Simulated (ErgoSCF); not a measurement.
**BPW91(Ergo)/pcseg-0 run of BH5O (SMILES [H]B([H])([H])<-O)**

Aim: the interaction energy of two rigid parts of BH5O at BPW91(Ergo)/pcseg-0, from 3 runs. 

Program for the calculation: ErgoSCF 3.8.

9 further runs of the same task are left out: 3 that didn't finish, 6 set aside as unsound or not needed.

### 1 The molecule

BH5O: 7 atoms, total charge 0, spin state singlet. SMILES: `[H]B([H])([H])<-O`. The shape is that of a GFN2-xTB optimisation.

Bond lengths: B1–O2 1.700 Å, O2–H3 0.963 Å, O2–H4 0.962 Å, B1–H5 1.182 Å, B1–H6 1.191 Å, B1–H7 1.182 Å. Angles: B1–O2–H3 102.2°, B1–O2–H4 102.2°, O2–B1–H5 103.7°, O2–B1–H6 104.3°, O2–B1–H7 103.7°, H3–O2–H4 109.6°, H5–B1–H6 114.2°, H5–B1–H7 114.8°, H6–B1–H7 114.2°.

### 2 A single-point energy at BPW91(Ergo)/pcseg-0

job.ego

```
set_nthreads(1)
basis = "pcseg-0"
scf.max_number_of_iterations = 150
XC.type = "GC2"
scf.output_mulliken_pop = 1
tmpdir = "."
scf.convergence_threshold = 1e-06
molecule_inline Angstrom
B  0.067800 -0.111690 -0.668890
O  0.100820 -0.146640 1.030730
H  -0.836060 -0.142600 1.252490
H  0.486320 0.708910 1.244780
H  1.210120 -0.068530 -0.970290
H  -0.544260 0.876330 -0.930190
H  -0.484730 -1.115770 -0.958620
EOF
run "BPW91"
```

The basis set pcseg-0 is read from a file made from the Basis Set Exchange's data (not shown).

Started as:

```sh
$ ergo job.ego
```

Log, shortened:

```text
[...]
INDF Weighted mixed functional:
[...]
INSC Energy   1 =        -61.85021940647
[...]
INDE PURIFICATION CONVERGED after 37 iterations
[...]
INDE PURIFICATION CONVERGED after 41 iterations
[...]
INDE PURIFICATION CONVERGED after 27 iterations
[...]
INDE PURIFICATION CONVERGED after 27 iterations
[...]
INDE E(LUMO) - E(HOMO) <=          0.26907107885 =          7.32179708910 eV
[...]
INSC Energy  26 =       -102.74503769078  ( diff     -0.000000000006963 )
[...]
RESC CONVERGED after  26 iterations.
RESC FINAL ENERGY:       -102.74503769078
[...]
INSC SCF: dipole_moment_x [atomic units] =      -0.41266746
INSC SCF: dipole_moment_y [atomic units] =       0.65455726
INSC SCF: dipole_moment_z [atomic units] =       1.66389838
[...]
```

It took 6.9 s on 1 thread of Intel Xeon at 2.50GHz (Skylake/Cascade Lake), shared host; peak memory 0.27 GiB.

### 3 BH4O

run.inp

```
# BH4O
set_nthreads("env")
molecule_inline Angstrom
B        0.067800      -0.111690      -0.668890
O        0.100820      -0.146640       1.030730
H       -0.836060      -0.142600       1.252490
H        0.486320       0.708910       1.244780
H       -0.544260       0.876330      -0.930190
H       -0.484730      -1.115770      -0.958620
EOF
scf.max_number_of_iterations = 150
scf.output_mulliken_pop = 1
basis = "pcseg-0"
tmpdir = "."
charge = 0
spin_polarization = 1
XC.type = "GC2"
scf.convergence_threshold = 1e-06
run "BPW91"
```

The basis set pcseg-0 is read from a file made from the Basis Set Exchange's data (not shown).

Started as:

```sh
$ ergo run.inp
```

Log, shortened:

```text
[...]
INDF Weighted mixed functional:
[...]
INSC Energy   1 =        -61.93553119939
[...]
INDE PURIFICATION CONVERGED after 48 iterations
[...]
INDE PURIFICATION CONVERGED after 36 iterations
[...]
INDE PURIFICATION CONVERGED after 27 iterations
[...]
INDE E(LUMO) - E(HOMO) <=          0.27657012281 =          7.52585647198 eV
[...]
INSC Energy  26 =       -102.08221832449  ( diff     -0.000000000046413 )
[...]
RESC CONVERGED after  26 iterations.
RESC FINAL ENERGY:       -102.08221832449
RESC FINAL <S2> =          0.75374587314
[...]
INSC SCF: dipole_moment_x [atomic units] =      -0.51779730
INSC SCF: dipole_moment_y [atomic units] =       0.65080482
INSC SCF: dipole_moment_z [atomic units] =       1.70153970
[...]
```

Wall time 7.8 s (1 thread of Intel Xeon at 2.50GHz (Skylake/Cascade Lake), shared host); peak memory 0.27 GiB.

### 4 The H atom

input.ego

```
set_nthreads(1)
molecule_inline Angstrom
H        1.210120      -0.068530      -0.970290
EOF
spin_polarization = 1
scf.max_number_of_iterations = 150
basis = "pcseg-0"
tmpdir = "."
scf.output_mulliken_pop = 1
scf.convergence_threshold = 1e-06
XC.type = "GC2"
run "BPW91"
```

The basis set pcseg-0 is read from a file made from the Basis Set Exchange's data (not shown).

Run the same way, it converges to -0.50988 Eh (log not shown).

### 5 Results

Level: BPW91(Ergo)/pcseg-0.

```
                                                                                               quantity          value
                                                                                 molecule: total energy  -102.74504 Eh
                                                                                molecule: dipole moment         4.66 D
                                                                                     BH4O: total energy  -102.08222 Eh
                                                                                    BH4O: dipole moment         4.81 D
                                                                                             BH4O: ⟨S²⟩          0.754
                                                                                   H atom: total energy    -0.50988 Eh
                                                                                  H atom: dipole moment         0.00 D
                                                                                           H atom: ⟨S²⟩          0.750
interaction energy of the rigid parts BH4O and H (parts in their own basis; closest atoms 1.18 Å apart)      -4.162 eV
```

**Reading.** The interaction energy of the rigid parts BH4O and H (parts in their own basis; closest atoms 1.18 Å apart) is −4.16 eV (−96 kcal/mol): the parts attract. Without counterpoise this holds the superposition error of the basis. Mulliken charges (BH4O) run from -0.56 on O2 to +0.42 on H3; they depend strongly on the basis.
